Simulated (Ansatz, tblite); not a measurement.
**Ga(NH2Me)H3 (CH8GaN): charged states by level of theory**

What does removing an electron cost or gain for Ga(NH2Me)H3 (CH8GaN)? Each charged state is run at several levels.

Program: Ansatz 0.2.0, Gaussian basis. Level of theory: as each input shows. These are calculated values, not measurements.

The runs, in order: charge +1 doublet, at the geometry of the singlet (PBE0-D4/def2-TZVP, PBE-D4/def2-TZVP, r2SCAN-D4/def2-TZVP); charge +1 doublet, relaxed (PBE0-D4/def2-TZVP, PBE-D4/def2-TZVP); the starting singlet's energies come from earlier runs.

## Step 1: The structure

The singlet was relaxed beforehand with PBE-D4/def2-SVP.

11 atoms, charge 0, spin multiplicity 1.

Atoms are counted from 1 here; the program's logs count them from 0.

Bond lengths: Ga1–N2 2.158 Å, Ga1–H9 1.593 Å, Ga1–H10 1.593 Å, Ga1–H11 1.593 Å, N2–C3 1.474 Å, N2–H4 1.029 Å, N2–H5 1.029 Å, C3–H6 1.110 Å, C3–H7 1.107 Å, C3–H8 1.107 Å. Angles: N2–Ga1–H9 98.2°, N2–Ga1–H10 98.2°, N2–Ga1–H11 98.3°, H9–Ga1–H10 117.7°, H9–Ga1–H11 118.1°, H10–Ga1–H11 118.1°, Ga1–N2–C3 114.3°, Ga1–N2–H4 107.2°, Ga1–N2–H5 107.1°, C3–N2–H4 110.9°, C3–N2–H5 110.9°, H4–N2–H5 106.0°, N2–C3–H6 113.0°, N2–C3–H7 109.0°, N2–C3–H8 109.0°, H6–C3–H7 109.1°, H6–C3–H8 109.1°, H7–C3–H8 107.5°.

## Step 2: Charge +1 doublet at the fixed geometry, first pass, PBE0-D4/def2-SVP

Contents of in.yaml:

```yaml
crystal:
  periodic: [false, false, false]
  atoms:
    - {symbol: Ga, position_ang: [-0.242525, -0.394186, -1.631659]}
    - {symbol: N, position_ang: [-0.254016, -0.427596, 0.525639]}
    - {symbol: C, position_ang: [0.432755, 0.714633, 1.154186]}
    - {symbol: H, position_ang: [0.171467, -1.318111, 0.818151]}
    - {symbol: H, position_ang: [-1.238466, -0.473023, 0.822996]}
    - {symbol: H, position_ang: [0.412356, 0.676682, 2.263559]}
    - {symbol: H, position_ang: [1.485163, 0.734978, 0.812351]}
    - {symbol: H, position_ang: [-0.045558, 1.653507, 0.815631]}
    - {symbol: H, position_ang: [1.334850, -0.400095, -1.851761]}
    - {symbol: H, position_ang: [-1.015557, 0.982272, -1.842498]}
    - {symbol: H, position_ang: [-1.040459, -1.749060, -1.886586]}
basis:
  gaussian: {orbitals: def2-SVP}
total_charge: 1
magnetization: {spin_polarized: true, initial_magnetization: 1}
hamiltonian: {xc: pbe0, dispersion: d4}
output: {orbitals: {seedname: orbitals}}
```

Command:

```sh
$ ansatz run in.yaml --threads 4 --pin off --events-out ev --progress --plain --max-ram 3916MiB
```

Log:

```text
Functional definition: PBE0
  name "PBE0"
  cite "Adamo & Barone, J. Chem. Phys. 110, 6158 (1999) doi:10.1063/1.478522"
  cite "Perdew, Burke & Ernzerhof, Phys. Rev. Lett. 77, 3865 (1996) doi:10.1103/PhysRevLett.77.3865"
  parent pbe
  parameter a = 0.25
  parameter kappa = 0.804
  parameter beta = 0.06672455060314922
  exchange = (1 - a)*pbe_x(kappa = kappa, mu = beta*pi^2/3) + a*exact_x
  correlation = pbe_c(beta = beta)
1032 factors; integrals over basis functions are off by at most 1.4e-3 eV
mean field evaluation 1: about -54995.5263 eV, gradient 5.0e1 eV
mean field evaluation 2: about -54973.6948 eV, gradient 7.7e1 eV
mean field evaluation 4: about -55006.6447 eV, gradient 5.2e0 eV
mean field evaluation 8: about -55006.9259 eV, gradient 2.6e-1 eV
mean field evaluation 16: about -55006.9265 eV, gradient 1.8e-3 eV
mean field evaluation 32: about -55006.9265 eV, gradient 7.5e-5 eV
mean field evaluation 64: about -55006.9376 eV, gradient 6.1e-2 eV
mean field -55006.93794758 eV, -2021.4676845319 hartree, gradient 3.7e-6 eV, S^2 0.762290; 10 other end points of the search recorded, 0 dependent functions left out
reference -55006.93797886 eV, -2021.4676856812 hartree; 26, 25 occupied and 74, 75 virtual orbitals, 1032 factors
Total energy: -55007.06520550 eV, -2021.4723611740 hartree
```

Run time: 11 s. Hardware: 4 threads of Arm Neoverse V1, shared host.

From the report: HOMO -13.54 eV, LUMO -11.97 eV (over both spins); ⟨S²⟩ 0.762 (pure: 0.75); the next solution that the search met lies 0.011 eV higher.

## Step 3: Charge +1 doublet at the fixed geometry, PBE0-D4/def2-TZVP

start.molden holds the orbitals of an earlier run on this state, given as this run's starting guess.

Changes to in.yaml since step 2:

```diff
@@ -15,3 +15,3 @@
 basis:
-  gaussian: {orbitals: def2-SVP}
+  gaussian: {orbitals: def2-TZVP, initial_orbitals: start.molden}
 total_charge: 1
@@ -19,2 +19,3 @@
 hamiltonian: {xc: pbe0, dispersion: d4}
+scf: {omitted_lower_state_checks: [starts]}
 output: {orbitals: {seedname: orbitals}}
```

Same command.

Log:

```text
Functional definition: PBE0
  name "PBE0"
  cite "Adamo & Barone, J. Chem. Phys. 110, 6158 (1999) doi:10.1063/1.478522"
  cite "Perdew, Burke & Ernzerhof, Phys. Rev. Lett. 77, 3865 (1996) doi:10.1103/PhysRevLett.77.3865"
  parent pbe
  parameter a = 0.25
  parameter kappa = 0.804
  parameter beta = 0.06672455060314922
  exchange = (1 - a)*pbe_x(kappa = kappa, mu = beta*pi^2/3) + a*exact_x
  correlation = pbe_c(beta = beta)
these checks for a lower state are left out or cut short: starts
1100 factors; their error is unknown
mean field evaluation 1: about -55014.7297 eV, gradient 8.7e1 eV
mean field evaluation 2: about -55016.3258 eV, gradient 2.0e0 eV
mean field evaluation 4: about -55016.5193 eV, gradient 2.7e-1 eV
mean field evaluation 8: about -55016.5195 eV, gradient 6.1e-5 eV
mean field -55016.51951069 eV, -2021.8198004815 hartree, gradient 7.5e-6 eV, S^2 0.762649; 0 other end points of the search recorded, 0 dependent functions left out
reference -55016.51954344 eV, -2021.8198016851 hartree; 26, 25 occupied and 132, 133 virtual orbitals, 1100 factors
Total energy: -55016.64677008 eV, -2021.8244771779 hartree
Checks for a lower state left out: starts
```

Wall time 7 s (4 threads of Arm Neoverse V1, shared host); peak memory 0.65 GiB.

From the report: HOMO -13.53 eV, LUMO -11.95 eV (over both spins); ⟨S²⟩ 0.763 (pure: 0.75).

## Step 4: Charge +1 doublet at the fixed geometry, PBE-D4/def2-TZVP

Changes to in.yaml since step 3:

```diff
@@ -18,3 +18,3 @@
 magnetization: {spin_polarized: true, initial_magnetization: 1}
-hamiltonian: {xc: pbe0, dispersion: d4}
+hamiltonian: {xc: pbe, dispersion: d4}
 scf: {omitted_lower_state_checks: [starts]}
```

The command is unchanged.

Log:

```text
Functional definition: PBE
  name "PBE"
  cite "Perdew, Burke & Ernzerhof, Phys. Rev. Lett. 77, 3865 (1996) doi:10.1103/PhysRevLett.77.3865"
  parent pbe
  parameter kappa = 0.804
  parameter beta = 0.06672455060314922
  exchange = pbe_x(kappa = kappa, mu = beta*pi^2/3)
  correlation = pbe_c(beta = beta)
these checks for a lower state are left out or cut short: starts
1055 factors; their error is unknown
mean field evaluation 1: about -55015.1036 eV, gradient 7.0e0 eV
mean field evaluation 2: about -55015.2316 eV, gradient 3.5e-1 eV
mean field evaluation 4: about -55015.2457 eV, gradient 1.8e-2 eV
mean field evaluation 8: about -55015.2119 eV, gradient 2.0e-5 eV
mean field evaluation 16: about -55015.2119 eV, gradient 8.6e-6 eV
mean field -55015.21185204 eV, -2021.7717449127 hartree, gradient 8.6e-6 eV, S^2 0.755600; 0 other end points of the search recorded, 0 dependent functions left out
reference -55015.21189589 eV, -2021.7717465238 hartree; 26, 25 occupied and 132, 133 virtual orbitals, 1055 factors
Total energy: -55015.36372635 eV, -2021.7773261904 hartree
Checks for a lower state left out: starts
```

Wall time 3.1 s (4 threads of Arm Neoverse V1, shared host).

Report: HOMO -12.48 eV, LUMO -12.62 eV (over both spins; with the spin held, an empty level of the minority spin lies below the top filled one); ⟨S²⟩ 0.756 (pure: 0.75).

## Step 5: Charge +1 doublet at the fixed geometry, r2SCAN-D4/def2-TZVP

Changes to in.yaml since step 4:

```diff
@@ -18,3 +18,3 @@
 magnetization: {spin_polarized: true, initial_magnetization: 1}
-hamiltonian: {xc: pbe, dispersion: d4}
+hamiltonian: {xc: r2scan, dispersion: d4}
 scf: {omitted_lower_state_checks: [starts]}
```

Same command.

Log:

```text
Functional definition: r2SCAN
  name "r2SCAN"
  cite "Furness, Kaplan, Ning, Perdew & Sun, J. Phys. Chem. Lett. 11, 8208 (2020) doi:10.1021/acs.jpclett.0c02405"
  cite "Furness, Kaplan, Ning, Perdew & Sun, J. Phys. Chem. Lett. 11, 9248 (2020) doi:10.1021/acs.jpclett.0c03077"
  parent r2scan
  parameter k0 = 0.174
  parameter k1 = 0.065
  parameter a1 = 4.9479
  exchange = r2scan_x(k0 = k0, k1 = k1, a1 = a1)
  correlation = r2scan_c
these checks for a lower state are left out or cut short: starts
1055 factors; their error is unknown
mean field evaluation 1: about -55024.8502 eV, gradient 4.3e0 eV
mean field evaluation 2: about -55024.8926 eV, gradient 9.8e-2 eV
mean field evaluation 4: about -55024.8598 eV, gradient 5.6e-2 eV
mean field evaluation 8: about -55024.8599 eV, gradient 1.5e-5 eV
mean field -55024.85987878 eV, -2022.1263033556 hartree, gradient 1.8e-5 eV, S^2 0.764237; 0 other end points of the search recorded, 0 dependent functions left out
reference -55024.85989491 eV, -2022.1263039483 hartree; 26, 25 occupied and 132, 133 virtual orbitals, 1055 factors
Total energy: -55024.89614995 eV, -2022.1276362964 hartree
Checks for a lower state left out: starts
```

Run time: 7.5 s. Hardware: 4 threads of Arm Neoverse V1, shared host.

Report: HOMO -12.74 eV, LUMO -12.61 eV (over both spins); ⟨S²⟩ 0.764 (pure: 0.75).

## Step 6: Vertical ionisation energy

Charged state less starting state, singlet to doublet; the starting state's energies are those of its earlier runs.

```
              level  vertical ionisation energy (eV)   time
   PBE-D4/def2-TZVP                            +9.51  4.4 s
r2SCAN-D4/def2-TZVP                            +9.65   11 s
  PBE0-D4/def2-TZVP                            +9.77  8.8 s
```

Times add the two runs; a level without a time comes out of a correlated run.

Beside −ε(HOMO) of the starting state:

```
              level  −ε(HOMO) (eV)  by difference (eV)  mismatch (eV)
   PBE-D4/def2-TZVP           6.21                9.51          -3.30
r2SCAN-D4/def2-TZVP           6.53                9.65          -3.12
  PBE0-D4/def2-TZVP           7.45                9.77          -2.32
```

## Step 7: Relaxing the charge +1 doublet

Changes to in.yaml since step 5:

```diff
@@ -15,7 +15,8 @@
 basis:
-  gaussian: {orbitals: def2-TZVP, initial_orbitals: start.molden}
+  gaussian: {orbitals: def2-SVP}
 total_charge: 1
 magnetization: {spin_polarized: true, initial_magnetization: 1}
-hamiltonian: {xc: r2scan, dispersion: d4}
+hamiltonian: {xc: pbe, dispersion: d4}
 scf: {omitted_lower_state_checks: [starts]}
 output: {orbitals: {seedname: orbitals}}
+relax: {f_tol: 0.02, max_steps: 100}
```

Launched as before.

Log (excerpt; [...] marks lines left out):

```text
Functional definition: PBE
  name "PBE"
  cite "Perdew, Burke & Ernzerhof, Phys. Rev. Lett. 77, 3865 (1996) doi:10.1103/PhysRevLett.77.3865"
  parent pbe
[...]
1149 factors; their error is unknown
[...]
mean field -55005.52164059 eV, -2021.4156362101 hartree, gradient 1.9e-5 eV, S^2 0.755359; 0 other end points of the search recorded, 0 dependent functions left out
[...]
reference -55005.52168295 eV, -2021.4156377669 hartree; 26, 25 occupied and 74, 75 virtual orbitals, 1149 factors
relax step   1: F+E_penalty+E_count = -55005.67347105 eV  Δ(F+E_penalty+E_count) = +0.000e0 eV  max|allowed force component| = 1.450e0 eV/Å  Δτ_max = 0.0000 Å  (62 SCF iters, accepted)
[...]
relax step   4: F+E_penalty+E_count = -55006.35980207 eV  Δ(F+E_penalty+E_count) = -5.875e-2 eV  max|allowed force component| = 2.837e-1 eV/Å  Δτ_max = 0.1434 Å  (33 SCF iters, accepted)
[...]
Atom 2 at     0.438363     0.741684     1.215994 Å, force    -0.005546     0.005035    -0.003719 eV/Å
Atom 3 at     0.139350    -1.281065     0.785219 Å, force     0.001098    -0.001614    -0.002842 eV/Å
Atom 4 at    -1.256366    -0.429924     0.902041 Å, force    -0.004288     0.005822     0.003057 eV/Å
Atom 5 at     0.426271     0.600129     2.313326 Å, force     0.000820    -0.001874     0.000618 eV/Å
Atom 6 at     1.487217     0.765411     0.865586 Å, force    -0.001583    -0.001041     0.002150 eV/Å
Atom 7 at    -0.048778     1.703343     0.968294 Å, force     0.000976    -0.001945     0.000161 eV/Å
Atom 8 at     1.001630    -0.944401    -2.054358 Å, force     0.003829     0.001172    -0.000344 eV/Å
Atom 9 at    -1.062366     1.138311    -1.938749 Å, force     0.001221    -0.001322    -0.001530 eV/Å
Atom 10 at    -0.455612    -1.741764    -2.079152 Å, force    -0.002691    -0.006827    -0.001617 eV/Å
Dipole moment:     0.028255    -0.250245     0.593072 e Å
Checks for a lower state left out: starts
```

Wall time 24 s (4 threads of Arm Neoverse V1, shared host).

Step by step: (the energy doesn't fall at every step)

```
step  energy from step 1 (eV)  largest force component (eV/Å)
   1                   0.0000                          1.4502
   2                  -0.4227                          1.1737
   3                  -0.6276                          0.6713
   4                  -0.6863                          0.2837
   5                  -0.7045                          0.1936
   6                  -0.7237                          0.2780
   7                  -0.7442                          0.4386
   8                  -0.7760                          0.4418
   9                  -0.7095                          0.7052
  10                  -0.8112                          0.3090
  11                  -0.8147                          0.0442
  12                  -0.8152                          0.0371
  13                  -0.8154                          0.0099
```

Distances of close pairs at the start and the end, largest changes first:

```
   bond  before (Å)  after (Å)  change (Å)
 Ga1–N2       2.158      2.052      -0.105
 Ga1–H9       1.593      1.671      +0.078
Ga1–H11       1.593      1.668      +0.075
Ga1–H10       1.593      1.543      -0.050
  N2–C3       1.474      1.500      +0.026
  N2–H5       1.029      1.035      +0.006
  N2–H4       1.029      1.034      +0.005
  C3–H6       1.110      1.106      -0.004
```

## Step 8: Charge +1 doublet, PBE0-D4/def2-TZVP

Contents of in.yaml:

```yaml
crystal:
  periodic: [false, false, false]
  atoms:
    - {symbol: Ga, position_ang: [-0.378292, -0.176156, -1.509543]}
    - {symbol: N, position_ang: [-0.291407, -0.375567, 0.531351]}
    - {symbol: C, position_ang: [0.438363, 0.741684, 1.215994]}
    - {symbol: H, position_ang: [0.139350, -1.281065, 0.785219]}
    - {symbol: H, position_ang: [-1.256366, -0.429924, 0.902041]}
    - {symbol: H, position_ang: [0.426271, 0.600129, 2.313326]}
    - {symbol: H, position_ang: [1.487217, 0.765411, 0.865586]}
    - {symbol: H, position_ang: [-0.048778, 1.703343, 0.968294]}
    - {symbol: H, position_ang: [1.001630, -0.944401, -2.054358]}
    - {symbol: H, position_ang: [-1.062366, 1.138311, -1.938749]}
    - {symbol: H, position_ang: [-0.455612, -1.741764, -2.079152]}
basis:
  gaussian: {orbitals: def2-TZVP, initial_orbitals: start.molden}
total_charge: 1
magnetization: {spin_polarized: true, initial_magnetization: 1}
hamiltonian: {xc: pbe0, dispersion: d4}
scf: {omitted_lower_state_checks: [starts]}
output: {orbitals: {seedname: orbitals}}
```

The command is unchanged.

Log:

```text
Functional definition: PBE0
  name "PBE0"
  cite "Adamo & Barone, J. Chem. Phys. 110, 6158 (1999) doi:10.1063/1.478522"
  cite "Perdew, Burke & Ernzerhof, Phys. Rev. Lett. 77, 3865 (1996) doi:10.1103/PhysRevLett.77.3865"
  parent pbe
  parameter a = 0.25
  parameter kappa = 0.804
  parameter beta = 0.06672455060314922
  exchange = (1 - a)*pbe_x(kappa = kappa, mu = beta*pi^2/3) + a*exact_x
  correlation = pbe_c(beta = beta)
these checks for a lower state are left out or cut short: starts
1100 factors; their error is unknown
mean field evaluation 1: about -55015.6240 eV, gradient 8.8e1 eV
mean field evaluation 2: about -55017.3036 eV, gradient 2.2e0 eV
mean field evaluation 4: about -55017.5095 eV, gradient 2.7e-1 eV
mean field evaluation 8: about -55017.5097 eV, gradient 1.5e-5 eV
mean field -55017.50967443 eV, -2021.8561883279 hartree, gradient 1.5e-5 eV, S^2 0.757315; 0 other end points of the search recorded, 0 dependent functions left out
reference -55017.50970782 eV, -2021.8561895550 hartree; 26, 25 occupied and 132, 133 virtual orbitals, 1100 factors
Total energy: -55017.63616594 eV, -2021.8608368050 hartree
Checks for a lower state left out: starts
```

Wall time 3.1 s (4 threads of Arm Neoverse V1, shared host).

Report: HOMO -13.04 eV, LUMO -9.11 eV (over both spins); ⟨S²⟩ 0.757 (pure: 0.75).

## Step 9: Charge +1 doublet, PBE-D4/def2-TZVP

Changes to in.yaml since step 8:

```diff
@@ -18,3 +18,3 @@
 magnetization: {spin_polarized: true, initial_magnetization: 1}
-hamiltonian: {xc: pbe0, dispersion: d4}
+hamiltonian: {xc: pbe, dispersion: d4}
 scf: {omitted_lower_state_checks: [starts]}
```

Launched as before.

Log:

```text
Functional definition: PBE
  name "PBE"
  cite "Perdew, Burke & Ernzerhof, Phys. Rev. Lett. 77, 3865 (1996) doi:10.1103/PhysRevLett.77.3865"
  parent pbe
  parameter kappa = 0.804
  parameter beta = 0.06672455060314922
  exchange = pbe_x(kappa = kappa, mu = beta*pi^2/3)
  correlation = pbe_c(beta = beta)
these checks for a lower state are left out or cut short: starts
1055 factors; their error is unknown
mean field evaluation 1: about -55015.9663 eV, gradient 7.0e0 eV
mean field evaluation 2: about -55016.0711 eV, gradient 1.1e-1 eV
mean field evaluation 4: about -55016.0401 eV, gradient 4.9e-4 eV
mean field -55016.04008383 eV, -2021.8021818694 hartree, gradient 2.6e-5 eV, S^2 0.754959; 0 other end points of the search recorded, 0 dependent functions left out
reference -55016.04012847 eV, -2021.8021835098 hartree; 26, 25 occupied and 132, 133 virtual orbitals, 1055 factors
Total energy: -55016.19105468 eV, -2021.8077299459 hartree
Checks for a lower state left out: starts
```

Run time: 2.2 s. Hardware: 4 threads of Arm Neoverse V1, shared host.

Report: HOMO -11.75 eV, LUMO -10.11 eV (over both spins); ⟨S²⟩ 0.755 (pure: 0.75).

## Step 10: Fields of the charge +1 doublet

Orbitals, density, ELF and potential are computed afterwards from the orbital file.

Frontier orbitals at PBE0-D4/def2-TZVP (alpha spin), with the share of their density that lies nearest to each atom:

```
orbital  energy (eV)                                          lies on
 HOMO-1       -14.59                      H10 47 %; N2 19 %; Ga1 12 %
   HOMO       -13.04                H9, H11 about 41 % each; Ga1 14 %
   LUMO        -5.11  Ga1 18 %; H5 17 %; H4, H10, H11 about 11 % each
```

ELF in a plane through or near 6 of the atoms.

Ten even steps from ' ' (0.00) to '@' (1.00):
```
                                                        
                                                        
                                                        
                                                        
                      ..++**==                          
                    ..++@@@@%%--      ==**##--..        
          ..==--..  ..++@@@@@@==    ==@@@@@@@@%%::      
        ::##@@@@##....==@@@@%%==  ..**@@@@@@@@@@++      
        ##@@@@@@@@**==****++##**::..++@@@@@@@@@@**      
        ##@@@@@@@@%%++%%**++%%##....::==%%@@@@%%--      
        --**%%%%%%++--++****##::==****::::----..        
            ::==**%%@@##::......==##++::....            
              ++%%@@@@@@--    --::::..----..            
              ##@@@@@@@@==    ##@@@@%%%%##==            
              ++%%@@@@##    ::@@@@@@@@@@@@**            
                ..==--..    ::@@@@@@@@@@@@==            
                              ++@@@@@@%%++              
                                ::----..                
                                                        
                                                        
```
The map spans 10.4 Å across and 9.0 Å up, centred on the molecule. Atoms in the plane (x, y in Å): Ga1 (1.5, -0.4), N2 (-0.3, 0.5), H4 (-0.3, 1.5), H6 (-2.4, 0.3), H8 (-1.5, -1.2), H11 (2.6, 0.8).

On the surface of density 0.002 e/bohr³ the electrostatic potential runs, from the 1st to the 99th percentile, from 4.08 to 6.95 V.

The spin density lies nearest to H9, H11 about 40 % each; Ga1 13 %.

## Step 11: Adiabatic ionisation energy

Charged state less starting state, singlet to doublet; the starting state's energies are those of its earlier runs.

```
            level  adiabatic ionisation energy (eV)   time
 PBE-D4/def2-TZVP                             +8.69  3.5 s
PBE0-D4/def2-TZVP                             +8.78  4.9 s
```

Times add the two runs; a level without a time comes out of a correlated run.

## Step 12: Outcome

| quantity | value |
| --- | --- |
| vertical ionisation energy, functionals in def2-TZVP | 9.51 (PBE-D4) to 9.77 eV (PBE0-D4) |
| adiabatic ionisation energy, functionals in def2-TZVP | 8.69 (PBE-D4) to 8.78 eV (PBE0-D4) |
| relaxation of the cation side, PBE-D4/def2-TZVP | 0.83 eV |

The vertical ionisation energy spans 9.51 to 9.77 eV over the functionals. −ε(HOMO) misses the level's own difference by -2.32 eV at best (PBE0-D4) and -3.30 eV at worst (PBE-D4). The adiabatic ionisation energy spans 8.69 to 8.78 eV over the functionals. Relaxing the oxidised state gains 0.83 eV at PBE-D4/def2-TZVP.
